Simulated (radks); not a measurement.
**Ionisation of Sb²⁺: one atom, several choices of exchange strength α**

An exercise on one series of results from a longer session: the logs are not shown, and one member is left open.

The numbers are computed with radks (a radial shooting solver on a logarithmic mesh, Libxc functionals) version 1 (non-relativistic Kohn-Sham, spin-unpolarised, spherical densities, point nucleus), except any that are marked as measured or tabulated.

**The atom as given**

```
element       : antimony (Z = 51)
charge        : +2
electrons     : 49
configuration : [Kr] 4d10 5s2 5p1
ion           : Sb³⁺, [Kr] 4d10 5s2
choices       : α = 0.623; α = 0.667; α = 0.675; α = 0.738; α = 0.909; α = 1.01
```

Outer shells as boxes (Hund's rule):

Sb²⁺
```
[Kr] core
4d [↑↓][↑↓][↑↓][↑↓][↑↓]
5s [↑↓]
5p [↑ ][  ][  ]
```

Sb³⁺
```
[Kr] core
4d [↑↓][↑↓][↑↓][↑↓][↑↓]
5s [↑↓]
```

Set-up of the first run:

Settings of this run:

```text
Z 51
configuration [Kr] 4d10 5s2 5p1
relativity non-relativistic
functional xalpha 0.623
spin unpolarised
nucleus point
```

Steps of the session up to this table: α = 0.623: Sb²⁺.

One table of the session follows, with a row left open; its other results are not shown here.

It belongs to the step «α = 0.623: Sb²⁺». Radial moments (bohr):

| level | <r> | outermost maximum (interpolated) | 90 % within | nodes |
| --- | --- | --- | --- | --- |
| 3s | 0.3450 | 0.313 | 0.506 | 2 |
| 3p | 0.3356 | 0.300 | 0.503 | 1 |
| 3d | 0.3064 | 0.245 | 0.482 | 0 |
| 4s | 0.8227 | 0.750 | 1.19 | 3 |
| 4p | 0.8675 | 0.775 | 1.27 | 2 |
| 4d | 1.025 | 0.845 | 1.58 | 1 |
| 5s | ? | ? | ? | ? |
| 5p | 2.557 | 2.21 | 3.75 | 3 |

Estimate the missing values for 5s.

As computed: <r>: 2.184; outermost maximum (interpolated): 1.93; 90 % within: 3.17; nodes: 4. In the column «<r>» it lies between 4d (1.025) and 5p (2.557).

Limits of these values: Relativity is left out here, which matters for elements this heavy. Spin polarisation and multiplet splitting are left out, so open shells lie too high by an amount that depends on their filling.
